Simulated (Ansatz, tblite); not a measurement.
**The cluster Na6Sb: rung by rung**

One table from this session's results is given with a row withheld; the runs are named, their logs left out.

The runs use Ansatz 0.2.0, Gaussian basis; as each input shows.

Plan: GFN1-xTB, GFN2-xTB, PBE-D4/def2-TZVP, r2SCAN-D4/def2-TZVP, LDA/def2-TZVP, LC-ωPBE/def2-TZVP, ωB97M-V/def2-TZVP, LC-ωPBE(0.10)/def2-SVP, LC-ωPBE(0.15)/def2-SVP, LC-ωPBE(0.20)/def2-SVP, LC-ωPBE(0.30)/def2-SVP, PBE-D4/def2-SVP, PBE0-D4/def2-SVP, PBE0-D4/def2-TZVPD, PBE-D4/def2-TZVPD, LDA/def2-TZVPD, CCSD(T)/def2-SVP, MP2/def2-TZVP, RPA/def2-TZVP.

3 further runs of the same task are left out: 3 set aside as unsound or not needed. Runs told in other sessions of the task aren't counted.

## The structure

The geometry is that of the doublet, from an earlier relaxation (PBE-D4/def2-SVP). At that level it is the lowest of the isomers that a small search found.

7 atoms, charge 0, spin multiplicity 2.

Bond lengths: Sb1–Na2 3.062 Å, Sb1–Na3 3.010 Å, Sb1–Na4 3.034 Å, Sb1–Na5 3.013 Å, Sb1–Na6 3.037 Å, Sb1–Na7 3.008 Å, Na2–Na3 3.425 Å, Na2–Na5 3.434 Å, Na3–Na5 3.514 Å, Na4–Na6 3.391 Å, Na4–Na7 3.518 Å, Na6–Na7 3.510 Å. Angles: Na2–Sb1–Na3 68.7°, Na2–Sb1–Na4 89.7°, Na2–Sb1–Na5 68.8°, Na2–Sb1–Na6 88.7°, Na2–Sb1–Na7 156.0°, Na3–Sb1–Na4 157.4°, Na3–Sb1–Na5 71.4°, Na3–Sb1–Na6 103.7°, Na3–Sb1–Na7 127.4°, Na4–Sb1–Na5 107.9°, Na4–Sb1–Na6 67.9°, Na4–Sb1–Na7 71.2°, Na5–Sb1–Na6 157.4°, Na5–Sb1–Na7 130.1°, Na6–Sb1–Na7 71.0°, Sb1–Na2–Na3 55.0°, Sb1–Na2–Na5 54.9°, Na3–Na2–Na5 61.6° and more.

Sb takes a core potential in the def2 sets. No spin-orbit coupling is included.

PBE0-D4/def2-TZVP was run before; its log isn't repeated, and its numbers join the tables.

The first run:

Tight binding, by tblite at 300 K electronic temperature and without a spin-polarisation term:

```python
tblite.interface.Calculator('GFN1-xTB', numbers, positions, charge=0, uhf=1).singlepoint()
```

Tight binding, by tblite at 300 K electronic temperature and without a spin-polarisation term:

```python
tblite.interface.Calculator('GFN2-xTB', numbers, positions, charge=0, uhf=1).singlepoint()
```

start.molden holds the orbitals of an earlier run on this state, given as this run's starting guess.

Input file in.yaml:

```yaml
crystal:
  periodic: [false, false, false]
  atoms:
    - {symbol: Sb, position_ang: [0.419024, 0.181316, -0.020654]}
    - {symbol: Na, position_ang: [-1.881335, -0.509665, 1.877895]}
    - {symbol: Na, position_ang: [1.418486, -1.235177, 2.440453]}
    - {symbol: Na, position_ang: [-1.590662, 1.114805, -2.092701]}
    - {symbol: Na, position_ang: [0.313003, 2.097995, 2.302050]}
    - {symbol: Na, position_ang: [-0.489214, -2.081506, -1.831665]}
    - {symbol: Na, position_ang: [1.810687, 0.432231, -2.675388]}
basis:
  gaussian: {orbitals: def2-TZVP, initial_orbitals: start.molden}
magnetization: {spin_polarized: true, initial_magnetization: 1}
hamiltonian: {xc: pbe, dispersion: d4}
scf: {omitted_lower_state_checks: [starts]}
output: {forces: true, orbitals: {seedname: orbitals}}
```

The run is started by

```sh
ansatz run in.yaml --threads 4 --pin off --events-out ev --progress --plain --max-ram 8704MiB
```

Among the steps run: PBE-D4/def2-TZVP; r2SCAN-D4/def2-TZVP; LDA/def2-TZVP; LC-ωPBE/def2-TZVP; ωB97M-V/def2-TZVP; LC-ωPBE(0.10)/def2-SVP; LC-ωPBE(0.15)/def2-SVP; LC-ωPBE(0.20)/def2-SVP; LC-ωPBE(0.30)/def2-SVP; PBE-D4/def2-SVP; PBE0-D4/def2-SVP; PBE0-D4/def2-TZVPD; PBE-D4/def2-TZVPD; LDA/def2-TZVPD; CCSD(T)/def2-SVP; MP2/def2-TZVP; RPA/def2-TZVP.

One table of the session follows, with a row left open; its other results are not shown here.

```
                 level  HOMO (eV)  LUMO (eV)  gap (eV)
         LDA/def2-TZVP      -2.22      -1.97      0.25
        LDA/def2-TZVPD      -2.22      -1.97      0.25
       PBE-D4/def2-SVP          ?          ?         ?
      PBE-D4/def2-TZVP      -2.20      -1.83      0.37
     PBE-D4/def2-TZVPD      -2.20      -1.83      0.37
   r2SCAN-D4/def2-TZVP      -2.28      -1.71      0.57
      PBE0-D4/def2-SVP      -2.58      -1.40      1.18
     PBE0-D4/def2-TZVP      -2.60      -1.42      1.18
    PBE0-D4/def2-TZVPD      -2.60      -1.42      1.18
     LC-ωPBE/def2-TZVP      -3.90      -0.32      3.58
     ωB97M-V/def2-TZVP      -3.34      -0.61      2.73
LC-ωPBE(0.10)/def2-SVP      -3.34      -0.69      2.65
LC-ωPBE(0.15)/def2-SVP      -3.58      -0.46      3.12
LC-ωPBE(0.20)/def2-SVP      -3.71      -0.35      3.36
LC-ωPBE(0.30)/def2-SVP      -3.83      -0.29      3.54
```

**Question.** Estimate the row for PBE-D4/def2-SVP.

**Answer.** HOMO (eV): -2.17; LUMO (eV): -1.80; gap (eV): 0.37. In the column «HOMO (eV)» it is the highest.

Caveats from the session: Doubts: large T1 diagnostic, spin contamination. Notes on CCSD(T)/def2-SVP: large T1 diagnostic, spin contamination.
